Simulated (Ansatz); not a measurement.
## CH₈Al₂Sn, SMILES [CH3][AlH][SnH2][AlH2]: a comparison of dispersion corrections, step by step

Program: Ansatz's Python interface.

The script reads `ch8al2sn.xyz`:
```text
12

C    -1.12280    2.25530   -0.66760
Al   -0.97220    0.70800    0.50070
Sn    1.32520   -0.52620    0.62830
Al    1.12120   -3.01460   -0.16070
H    -1.95020    2.09040   -1.45840
H    -1.46700    3.19430   -0.07090
H    -0.17910    2.51010   -1.18100
H    -2.17300    0.19790    1.34530
H     1.94190   -0.48700    2.33600
H     2.51170    0.28340   -0.37520
H     0.77610   -3.26640   -1.69290
H     0.26510   -4.00040    0.83030
```

Interactive session:
```pycon
>>> import ansatz as az
>>> geometry = az.Crystal.molecule_from_extxyz("ch8al2sn.xyz")
>>> setup = geometry.calculation().basis(gaussian="def2-SVP")
>>> for name in ["r2scan", "pbe0"]:
...     for correction in ("d3bj", "d4"):
...         r = setup.functional(name, dispersion=correction).run(threads=1).report
...         print(f"{name:8s} {correction:5s} total {r['free_energy_ev']:.5f} eV, of which dispersion {1000 * r['dispersion']['energy']['ev']:.2f} meV")
...
DeckWarning: the engine holds no damping parameters fitted to this dispersion correction and functional, so the run takes those fitted to r2scan beside the three-body term, which d3bj leaves out (hamiltonian.dispersion, under Limitations)
r2scan   d3bj  total -20186.64957 eV, of which dispersion -72.49 meV
r2scan   d4    total -20186.63711 eV, of which dispersion -60.03 meV
pbe0     d3bj  total -20179.33384 eV, of which dispersion -225.39 meV
pbe0     d4    total -20179.32018 eV, of which dispersion -211.73 meV
```

Total energies depend on the basis set; only differences at equal settings carry meaning. Warnings are shown shortened and without file and line. The geometry is a force-field or estimated start, not a minimum of this method, and the basis set is short of its limit. D4 holds the three-body term, and d3bj doesn't. def2 sets replace the cores of elements past krypton by effective core potentials. A dispersion term here runs with damping parameters fitted for another variant or functional. Timing: 35 s on 1 thread of Arm Neoverse V1, with other jobs on the host, peak memory 0.32 GiB.
